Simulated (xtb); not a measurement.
# CH9NSi3 (SMILES C[SiH]1N[SiH2][SiH2]1) at GFN2-xTB

Aim: a structure relaxation of CH9NSi3. 

The calculation is run with xtb 6.7.1 later snapshot.

## Step 1: The system as given

CH9NSi3: 14 atoms, total charge 0, spin state singlet. SMILES: `C[SiH]1N[SiH2][SiH2]1`. All atoms were displaced at random from a relaxed shape. The run starts from this shape.

Bond lengths: C1–Si2 2.022 Å, Si2–N3 1.689 Å, N3–Si4 1.667 Å, Si2–Si5 2.388 Å, Si4–Si5 2.286 Å, C1–H6 1.035 Å, C1–H7 1.088 Å, C1–H8 1.111 Å, Si2–H9 1.412 Å, N3–H10 1.014 Å, Si4–H11 1.600 Å, Si4–H12 1.519 Å, Si5–H13 1.486 Å, Si5–H14 1.496 Å. Some angles: C1–Si2–N3 115.3°, C1–Si2–Si5 116.5°, N3–Si2–Si5 85.6°, Si2–N3–Si4 111.8°, N3–Si4–Si5 89.5°, Si2–Si5–Si4 73.0°, C1–Si2–H9 104.9°, N3–Si2–H9 112.4°, Si5–Si2–H9 121.6°, Si2–C1–H6 116.6°.

## Step 2: A geometry optimisation at GFN2-xTB

The input, xcontrol:

```
$opt
   engine=inertial
$end
```

The input, input.xyz:

```xyz
14

C     -1.567560     1.481940     0.761610
Si    -0.164930     0.746280    -0.495470
N     -0.365620    -0.873330    -0.931290
Si     0.875420    -1.827860    -0.357710
Si     1.887840     0.034980     0.496200
H     -1.495670     2.486370     0.998620
H     -1.698780     0.857460     1.642370
H     -2.545820     1.477120     0.235860
H     -0.187710     1.611150    -1.610960
H     -1.208370    -1.209760    -1.383040
H      1.413640    -2.516090    -1.698620
H      0.264230    -2.984550     0.413410
H      2.092320     0.178160     1.961340
H      3.116410     0.590340    -0.153040
```

Started as:

```bash
$ xtb input.xyz --gfn 2 --uhf 0 --opt normal --input xcontrol | tee xtb.out
```

Q: Predict the results. Wanted: total energy at the end; dipole moment; HOMO energy; LUMO energy; HOMO–LUMO gap; dispersion energy; mean polarisability.

**Answer.** As computed:

At GFN2-xTB:

```
                      quantity          value
       total energy at the end   -14.83146 Eh
                 dipole moment         0.46 D
                   HOMO energy       -9.11 eV
                   LUMO energy       -5.51 eV
                 HOMO–LUMO gap        3.60 eV
             dispersion energy  -28.35 kJ/mol
mean polarisability (D4 model)    102.5 bohr³
```

In words: At the final geometry: Bond lengths: C1–Si2 1.903 Å, Si2–N3 1.754 Å, N3–Si4 1.750 Å, Si2–Si5 2.333 Å, Si4–Si5 2.330 Å, C1–H6 1.086 Å, C1–H7 1.086 Å, C1–H8 1.087 Å, Si2–H9 1.475 Å, N3–H10 1.008 Å, Si4–H11 1.470 Å, Si4–H12 1.471 Å, Si5–H13 1.472 Å, Si5–H14 1.471 Å. Some angles: C1–Si2–N3 111.8°, C1–Si2–Si5 121.1°, N3–Si2–Si5 83.3°, Si2–N3–Si4 114.7°, N3–Si4–Si5 83.5°, Si2–Si5–Si4 78.5°, C1–Si2–H9 106.8°, N3–Si2–H9 109.3°, Si5–Si2–H9 121.6°, Si2–C1–H6 111.0°. The optimisation took 65 steps and changed the energy by -0.683 eV. Mulliken charges run from -0.49 on N3 to +0.42 on Si2.
